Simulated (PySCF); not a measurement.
# I, I⁺: ionisation energy in aug-cc-pVQZ-DK3, part 2 of 2

Wanted: the ionisation energy of iodine, up a ladder of methods.

PySCF 2.14.0; aug-cc-pVQZ-DK3, scalar relativity by spin-free X2C-1e. The scripts are equivalent inputs of a driver's runs. Earlier steps stand in the parts before.

## 3. I⁺: the ladder of methods

#### UHF

input.py

```python
from pyscf import gto, scf, dft, mp, cc
import basis_set_exchange as bse
mol = gto.M(atom="I 0 0 0", charge=1, spin=2, symmetry="D2h",
            basis=gto.basis.parse(bse.get_basis("aug-cc-pVQZ-DK3", elements=["I"], fmt="nwchem")),
            nucmod="G")
mf = scf.UHF(mol).sfx2c1e()
mf.irrep_nelec = {'Ag': (9, 9), 'B1g': (2, 2), 'B2g': (2, 2), 'B3g': (2, 2), 'B1u': (4, 3), 'B2u': (4, 4), 'B3u': (4, 3)}
mf.kernel()
```

Log:

```text
damping factor = 0
level_shift factor = 0
DIIS = <class 'pyscf.scf.diis.CDIIS'>
diis_start_cycle = 1
diis_space = 10
diis_damp = 0
SCF conv_tol = 1e-09
SCF conv_tol_grad = None
number electrons alpha = 27  beta = 25
cycle= 1 E= -7112.03031416203  delta_E= -0.00551  |g|= 0.0277  |ddm|= 0.114
cycle= 2 E= -7112.03103078473  delta_E= -0.000717  |g|= 0.011  |ddm|= 0.0419
cycle= 3 E= -7112.03117140758  delta_E= -0.000141  |g|= 0.000873  |ddm|= 0.0304
cycle= 4 E= -7112.03117234253  delta_E= -9.35e-07  |g|= 0.00025  |ddm|= 0.00302
cycle= 5 E= -7112.03117238196  delta_E= -3.94e-08  |g|= 6.58e-05  |ddm|= 0.00109
cycle= 6 E= -7112.03117238684  delta_E= -4.88e-09  |g|= 1.41e-05  |ddm|= 0.00045
cycle= 7 E= -7112.0311723871  delta_E= -2.62e-10  |g|= 1.87e-06  |ddm|= 0.000112
converged SCF energy = -7112.0311723871  <S^2> = 2.0110386  2S+1 = 3.0073501
```

It used 2.4 s of CPU time after the integrals (shared host).

The occupied shells:

```csv
shell,electrons,mean orbital energy (eV),spread (eV),rms radius (bohr)
1s α,1,-33336.7,0,0.0311
1s β,1,-33336.5,0,0.0311
2s α,1,-5258.5,0,0.127
2s β,1,-5258.5,0,0.127
2p α,3,-4717.5,0.104,0.113
2p β,3,-4717.4,0.036,0.113
3s α,1,-1111.8,0,0.334
3s β,1,-1111.6,0,0.334
3p α,3,-931.68,0.289,0.335
3p β,3,-931.46,0.023,0.335
3d α,5,-660.65,0.244,0.313
3d β,5,-660.57,0.161,0.313
4s α,1,-220.78,0,0.787
4s β,1,-220.37,0,0.787
4p α,3,-161.65,0.653,0.845
4p β,3,-161.17,0.023,0.845
4d α,5,-72.294,0.707,0.992
4d β,5,-71.955,0.382,0.992
5s α,1,-34.774,0,2.09
5s β,1,-29.678,0,2.09
5p α,3,-20.467,1.692,2.48
5p β,1,-18.384,0,2.48
```

⟨S²⟩ = 2.011, ⟨L²⟩ = 2.04.

Spin-orbit constants on these orbitals (cm⁻¹; bare nucleus, screened nucleus, mean field): 5p 5656, 5443, n/a. To first order in LS coupling the lowest level has J = 2 and lies 0.337 eV below the centre of the term.

#### LDA

input.py, as changed from the run before:

```diff
@@ -5,3 +5,3 @@
             nucmod="G")
-mf = scf.UHF(mol).sfx2c1e()
+mf = dft.UKS(mol, xc="LDA,VWN").sfx2c1e()
 mf.irrep_nelec = {'Ag': (9, 9), 'B1g': (2, 2), 'B2g': (2, 2), 'B3g': (2, 2), 'B1u': (4, 3), 'B2u': (4, 4), 'B3u': (4, 3)}
```

Log:

```text
damping factor = 0
level_shift factor = 0
DIIS = <class 'pyscf.scf.diis.CDIIS'>
diis_start_cycle = 1
diis_space = 10
diis_damp = 0
SCF conv_tol = 1e-09
SCF conv_tol_grad = None
number electrons alpha = 27  beta = 25
XC functionals = LDA,VWN
    P. A. M. Dirac.,  Math. Proc. Cambridge Philos. Soc. 26, 376 (1930)
    F. Bloch.,  Z. Phys. 57, 545 (1929)
    S. H. Vosko, L. Wilk, and M. Nusair.,  Can. J. Phys. 58, 1200 (1980)
cycle= 1 E= -7108.37672792727  delta_E= -0.0162  |g|= 0.0459  |ddm|= 2.12
cycle= 2 E= -7108.37710795942  delta_E= -0.00038  |g|= 0.0106  |ddm|= 0.232
cycle= 3 E= -7108.37713781847  delta_E= -2.99e-05  |g|= 0.000606  |ddm|= 0.0553
cycle= 4 E= -7108.37713790749  delta_E= -8.9e-08  |g|= 9.98e-05  |ddm|= 0.00278
cycle= 5 E= -7108.37713790945  delta_E= -1.96e-09  |g|= 3.17e-05  |ddm|= 0.000654
cycle= 6 E= -7108.37713790972  delta_E= -2.65e-10  |g|= 5.68e-06  |ddm|= 0.000223
converged SCF energy = -7108.37713790972  <S^2> = 2.0014286  2S+1 = 3.0009523
```

CPU time 1.1 s on a shared host, the integrals not counted.

#### PBE

input.py, as changed from the run before:

```diff
@@ -5,3 +5,3 @@
             nucmod="G")
-mf = dft.UKS(mol, xc="LDA,VWN").sfx2c1e()
+mf = dft.UKS(mol, xc="PBE").sfx2c1e()
 mf.irrep_nelec = {'Ag': (9, 9), 'B1g': (2, 2), 'B2g': (2, 2), 'B3g': (2, 2), 'B1u': (4, 3), 'B2u': (4, 4), 'B3u': (4, 3)}
```

Log:

```text
damping factor = 0
level_shift factor = 0
DIIS = <class 'pyscf.scf.diis.CDIIS'>
diis_start_cycle = 1
diis_space = 10
diis_damp = 0
SCF conv_tol = 1e-09
SCF conv_tol_grad = None
number electrons alpha = 27  beta = 25
XC functionals = PBE
    J. P. Perdew, K. Burke, and M. Ernzerhof.,  Phys. Rev. Lett. 77, 3865 (1996)
    J. P. Perdew, K. Burke, and M. Ernzerhof.,  Phys. Rev. Lett. 78, 1396 (1997)
    J. P. Perdew, K. Burke, and M. Ernzerhof.,  Phys. Rev. Lett. 77, 3865 (1996)
    J. P. Perdew, K. Burke, and M. Ernzerhof.,  Phys. Rev. Lett. 78, 1396 (1997)
cycle= 1 E= -7114.50458733834  delta_E= -0.0121  |g|= 0.0298  |ddm|= 1.25
cycle= 2 E= -7114.50481198122  delta_E= -0.000225  |g|= 0.00773  |ddm|= 0.161
cycle= 3 E= -7114.50483383864  delta_E= -2.19e-05  |g|= 0.00515  |ddm|= 0.0666
cycle= 4 E= -7114.50483875995  delta_E= -4.92e-06  |g|= 0.000188  |ddm|= 0.0221
cycle= 5 E= -7114.50483878405  delta_E= -2.41e-08  |g|= 2.61e-05  |ddm|= 0.00132
cycle= 6 E= -7114.50483878457  delta_E= -5.15e-10  |g|= 4.21e-06  |ddm|= 0.00017
converged SCF energy = -7114.50483878457  <S^2> = 2.0028396  2S+1 = 3.0018924
```

It used 3.1 s of CPU time after the integrals (shared host).

#### PBE0

input.py, as changed from the run before:

```diff
@@ -5,3 +5,3 @@
             nucmod="G")
-mf = dft.UKS(mol, xc="PBE").sfx2c1e()
+mf = dft.UKS(mol, xc="PBE0").sfx2c1e()
 mf.irrep_nelec = {'Ag': (9, 9), 'B1g': (2, 2), 'B2g': (2, 2), 'B3g': (2, 2), 'B1u': (4, 3), 'B2u': (4, 4), 'B3u': (4, 3)}
```

Log:

```text
damping factor = 0
level_shift factor = 0
DIIS = <class 'pyscf.scf.diis.CDIIS'>
diis_start_cycle = 1
diis_space = 10
diis_damp = 0
SCF conv_tol = 1e-09
SCF conv_tol_grad = None
number electrons alpha = 27  beta = 25
XC functionals = PBE0
    C. Adamo and V. Barone.,  J. Chem. Phys. 110, 6158 (1999)
    M. Ernzerhof and G. E. Scuseria.,  J. Chem. Phys. 110, 5029 (1999)
cycle= 1 E= -7114.5831961612  delta_E= -0.00851  |g|= 0.02  |ddm|= 0.894
cycle= 2 E= -7114.58335414989  delta_E= -0.000158  |g|= 0.00827  |ddm|= 0.118
cycle= 3 E= -7114.5833696434  delta_E= -1.55e-05  |g|= 0.0036  |ddm|= 0.0496
cycle= 4 E= -7114.58337204609  delta_E= -2.4e-06  |g|= 0.000294  |ddm|= 0.0136
cycle= 5 E= -7114.58337213341  delta_E= -8.73e-08  |g|= 1.54e-05  |ddm|= 0.00148
cycle= 6 E= -7114.58337213356  delta_E= -1.53e-10  |g|= 2.21e-06  |ddm|= 8.27e-05
converged SCF energy = -7114.58337213356  <S^2> = 2.0039287  2S+1 = 3.002618
```

It used 3.3 s of CPU time after the integrals (shared host).

#### r2SCAN

input.py, as changed from the run before:

```diff
@@ -5,3 +5,3 @@
             nucmod="G")
-mf = dft.UKS(mol, xc="PBE0").sfx2c1e()
+mf = dft.UKS(mol, xc="R2SCAN").sfx2c1e()
 mf.irrep_nelec = {'Ag': (9, 9), 'B1g': (2, 2), 'B2g': (2, 2), 'B3g': (2, 2), 'B1u': (4, 3), 'B2u': (4, 4), 'B3u': (4, 3)}
```

Log:

```text
damping factor = 0
level_shift factor = 0
DIIS = <class 'pyscf.scf.diis.CDIIS'>
diis_start_cycle = 1
diis_space = 10
diis_damp = 0
SCF conv_tol = 1e-09
SCF conv_tol_grad = None
number electrons alpha = 27  beta = 25
XC functionals = R2SCAN
    J. W. Furness, A. D. Kaplan, J. Ning, J. P. Perdew, and J. Sun.,  J. Phys. Chem. Lett. 11, 8208-8215 (2020)
    J. W. Furness, A. D. Kaplan, J. Ning, J. P. Perdew, and J. Sun.,  J. Phys. Chem. Lett. 11, 9248-9248 (2020)
    J. W. Furness, A. D. Kaplan, J. Ning, J. P. Perdew, and J. Sun.,  J. Phys. Chem. Lett. 11, 8208-8215 (2020)
    J. W. Furness, A. D. Kaplan, J. Ning, J. P. Perdew, and J. Sun.,  J. Phys. Chem. Lett. 11, 9248-9248 (2020)
cycle= 1 E= -7114.92808763236  delta_E= -0.0101  |g|= 0.0254  |ddm|= 0.974
cycle= 2 E= -7114.92826220409  delta_E= -0.000175  |g|= 0.00369  |ddm|= 0.107
cycle= 3 E= -7114.92826903753  delta_E= -6.83e-06  |g|= 0.000798  |ddm|= 0.0224
cycle= 4 E= -7114.92826941252  delta_E= -3.75e-07  |g|= 0.000568  |ddm|= 0.00586
cycle= 5 E= -7114.92826948033  delta_E= -6.78e-08  |g|= 3.1e-05  |ddm|= 0.00258
cycle= 6 E= -7114.9282694812  delta_E= -8.7e-10  |g|= 3.7e-06  |ddm|= 0.000201
converged SCF energy = -7114.9282694812  <S^2> = 2.005437  2S+1 = 3.0036225
```

CPU time 4.2 s on a shared host, the integrals not counted.

#### wB97X

input.py, as changed from the run before:

```diff
@@ -5,3 +5,3 @@
             nucmod="G")
-mf = dft.UKS(mol, xc="R2SCAN").sfx2c1e()
+mf = dft.UKS(mol, xc="WB97X").sfx2c1e()
 mf.irrep_nelec = {'Ag': (9, 9), 'B1g': (2, 2), 'B2g': (2, 2), 'B3g': (2, 2), 'B1u': (4, 3), 'B2u': (4, 4), 'B3u': (4, 3)}
```

Log:

```text
damping factor = 0
level_shift factor = 0
DIIS = <class 'pyscf.scf.diis.CDIIS'>
diis_start_cycle = 1
diis_space = 10
diis_damp = 0
SCF conv_tol = 1e-09
SCF conv_tol_grad = None
number electrons alpha = 27  beta = 25
XC functionals = WB97X
    J.-D. Chai and M. Head-Gordon.,  J. Chem. Phys. 128, 084106 (2008)
cycle= 1 E= -7115.19760634664  delta_E= -0.0083  |g|= 0.0185  |ddm|= 1.32
cycle= 2 E= -7115.19775093409  delta_E= -0.000145  |g|= 0.00493  |ddm|= 0.0649
cycle= 3 E= -7115.19776305435  delta_E= -1.21e-05  |g|= 0.00259  |ddm|= 0.0357
cycle= 4 E= -7115.19776472232  delta_E= -1.67e-06  |g|= 0.000436  |ddm|= 0.0123
cycle= 5 E= -7115.19776491343  delta_E= -1.91e-07  |g|= 3.97e-05  |ddm|= 0.00363
cycle= 6 E= -7115.19776491545  delta_E= -2.02e-09  |g|= 4.43e-06  |ddm|= 0.000352
cycle= 7 E= -7115.19776491547  delta_E= -2.27e-11  |g|= 5.09e-07  |ddm|= 6.09e-05
converged SCF energy = -7115.19776491547  <S^2> = 2.0023346  2S+1 = 3.001556
```

It used 21 s of CPU time after the integrals (shared host).

#### MN15

input.py, as changed from the run before:

```diff
@@ -5,3 +5,3 @@
             nucmod="G")
-mf = dft.UKS(mol, xc="WB97X").sfx2c1e()
+mf = dft.UKS(mol, xc="MN15").sfx2c1e()
 mf.irrep_nelec = {'Ag': (9, 9), 'B1g': (2, 2), 'B2g': (2, 2), 'B3g': (2, 2), 'B1u': (4, 3), 'B2u': (4, 4), 'B3u': (4, 3)}
```

Log:

```text
damping factor = 0
level_shift factor = 0
DIIS = <class 'pyscf.scf.diis.CDIIS'>
diis_start_cycle = 1
diis_space = 10
diis_damp = 0
SCF conv_tol = 1e-09
SCF conv_tol_grad = None
number electrons alpha = 27  beta = 25
XC functionals = MN15
    H. S. Yu, X. He, S. L. Li, and D. G. Truhlar.,  Chem. Sci. 7, 5032-5051 (2016)
    H. S. Yu, X. He, S. L. Li, and D. G. Truhlar.,  Chem. Sci. 7, 5032-5051 (2016)
cycle= 1 E= -7119.9266279344  delta_E= -0.0358  |g|= 0.052  |ddm|= 3.57
cycle= 2 E= -7119.92696470781  delta_E= -0.000337  |g|= 0.0132  |ddm|= 0.199
cycle= 3 E= -7119.92698776892  delta_E= -2.31e-05  |g|= 0.00431  |ddm|= 0.0589
cycle= 4 E= -7119.92699165849  delta_E= -3.89e-06  |g|= 0.000775  |ddm|= 0.0225
cycle= 5 E= -7119.92699197851  delta_E= -3.2e-07  |g|= 6.44e-05  |ddm|= 0.00467
cycle= 6 E= -7119.92699198126  delta_E= -2.75e-09  |g|= 7.93e-06  |ddm|= 0.000397
cycle= 7 E= -7119.92699198133  delta_E= -6.64e-11  |g|= 8.06e-07  |ddm|= 0.000128
converged SCF energy = -7119.92699198133  <S^2> = 2.0040062  2S+1 = 3.0026696
```

CPU time 4.7 s on a shared host, the integrals not counted.

#### M06-2X

input.py, as changed from the run before:

```diff
@@ -5,3 +5,3 @@
             nucmod="G")
-mf = dft.UKS(mol, xc="MN15").sfx2c1e()
+mf = dft.UKS(mol, xc="M062X").sfx2c1e()
 mf.irrep_nelec = {'Ag': (9, 9), 'B1g': (2, 2), 'B2g': (2, 2), 'B3g': (2, 2), 'B1u': (4, 3), 'B2u': (4, 4), 'B3u': (4, 3)}
```

Log:

```text
damping factor = 0
level_shift factor = 0
DIIS = <class 'pyscf.scf.diis.CDIIS'>
diis_start_cycle = 1
diis_space = 10
diis_damp = 0
SCF conv_tol = 1e-09
SCF conv_tol_grad = None
number electrons alpha = 27  beta = 25
XC functionals = M062X
    Y. Zhao and D. G. Truhlar.,  Theor. Chem. Acc. 120, 215 (2008)
    Y. Zhao and D. G. Truhlar.,  Theor. Chem. Acc. 120, 215 (2008)
cycle= 1 E= -7115.5627362685  delta_E= -0.0086  |g|= 0.0237  |ddm|= 1.28
cycle= 2 E= -7115.56294243294  delta_E= -0.000206  |g|= 0.0104  |ddm|= 0.167
cycle= 3 E= -7115.56296385241  delta_E= -2.14e-05  |g|= 0.00312  |ddm|= 0.0684
cycle= 4 E= -7115.56296630052  delta_E= -2.45e-06  |g|= 0.000254  |ddm|= 0.0111
cycle= 5 E= -7115.56296633169  delta_E= -3.12e-08  |g|= 2.22e-05  |ddm|= 0.00182
cycle= 6 E= -7115.56296633205  delta_E= -3.58e-10  |g|= 1.95e-06  |ddm|= 8.03e-05
converged SCF energy = -7115.56296633205  <S^2> = 2.0064418  2S+1 = 3.0042914
```

CPU time 4.1 s on a shared host, the integrals not counted.

#### MP2 (valence)

input.py, as changed from the run before:

```diff
@@ -5,4 +5,5 @@
             nucmod="G")
-mf = dft.UKS(mol, xc="M062X").sfx2c1e()
+mf = scf.UHF(mol).sfx2c1e()
 mf.irrep_nelec = {'Ag': (9, 9), 'B1g': (2, 2), 'B2g': (2, 2), 'B3g': (2, 2), 'B1u': (4, 3), 'B2u': (4, 4), 'B3u': (4, 3)}
 mf.kernel()
+mp.UMP2(mf, frozen=23).kernel()
```

The driver printed no log here.

CPU time 0.98 s on a shared host, the integrals not counted.

With 6 electrons correlated, the MP2 correlation energy is -0.09812 hartree (-0.02064 same spin, -0.07748 opposite spin); the SCS form gives -0.09986. Largest pairs of shells: 5s-5p -0.0456, 5p-5p -0.0448, 5s-5s -0.0077.

Radial density 4πr²ρ of I⁺ at UHF, without picture-change correction:

```csv
r (bohr),density,spin density
0.000407,0.733,0.000
0.000684,1.68,0.000
0.00115,3.78,0.000
0.00194,8.23,0.000
0.00326,17.0,0.000
0.00548,32.2,0.000
0.00921,52.9,0.001
0.0155,68.4,0.004
0.0261,64.7,0.015
0.0438,61.7,0.039
0.0737,86.9,0.036
0.124,71.8,-0.013
0.209,71.2,0.077
0.351,48.4,0.001
0.590,26.0,0.202
0.993,17.8,-0.022
1.67,4.91,1.012
2.81,1.77,0.670
4.72,0.0913,0.033
7.95,0.000229,0.000
```

## 4. Orbital energies side by side

Highest occupied Hartree-Fock shell of each state: I 5p β at -10.416 eV; I⁺ 5p β at -18.384 eV.

## 5. The energy differences

Ionisation energy: I [Kr] 4d10 5s2 5p5 (2P) → I⁺ [Kr] 4d10 5s2 5p4 (3P).

```
           method  value (eV)  error (eV)  CPU time, both states (s)
              UHF       9.543      -0.976                          7
              LDA      10.805      +0.286                        2.3
              PBE      10.512      -0.006                        5.1
             PBE0      10.536      +0.017                        6.2
           r2SCAN      10.538      +0.019                        7.9
            wB97X      10.617      +0.099                         39
             MN15      10.433      -0.086                         11
           M06-2X      10.284      -0.234                        8.6
    MP2 (valence)      10.393      -0.125                          9
SCS-MP2 (valence)      10.413      -0.106                          9
```

Reference: 10.519 eV (measured; NIST levels, between the centres of gravity of the two terms). Errors of the correlated levels include the incompleteness of this basis.

Times are CPU seconds on a shared host without the integrals; correlated rows include their Hartree-Fock run, whose time holds the symmetry-adapted start and any spin-orbit constants, while functionals begin from orbitals already made.

## 6. Results

What follows sums up all 2 parts.

| quantity | value |
| --- | --- |
| ionisation energy, I | UHF 9.543, MP2 (valence) 10.393 eV; reference 10.519 |

Each level's miss and price (over 1 difference):

| method | mean absolute miss against the measured value (with the measured fine structure taken into account where it is known) (eV) | CPU time, both states (s) |
| --- | --- | --- |
| UHF | 0.976 | 7 |
| LDA | 0.286 | 2.3 |
| PBE | 0.006 | 5.1 |
| PBE0 | 0.017 | 6.2 |
| r2SCAN | 0.019 | 7.9 |
| wB97X | 0.099 | 39 |
| MN15 | 0.086 | 11 |
| M06-2X | 0.234 | 8.6 |
| MP2 (valence) | 0.125 | 9 |
| SCS-MP2 (valence) | 0.106 | 9 |

Against experiment PBE comes closest (off by 0.01 eV), level with PBE0 and UHF is farthest (0.98 eV). Hartree-Fock falls short because the species with more electrons holds more correlation energy, which it lacks. PBE is off by -0.01 eV. All values hold for this basis alone; no basis-set limit was taken. The dearest level timed, wB97X, costs 17 times the cheapest, LDA, and differs from the measured value (with the measured fine structure taken into account where it is known) by 0.10 against 0.29 eV.
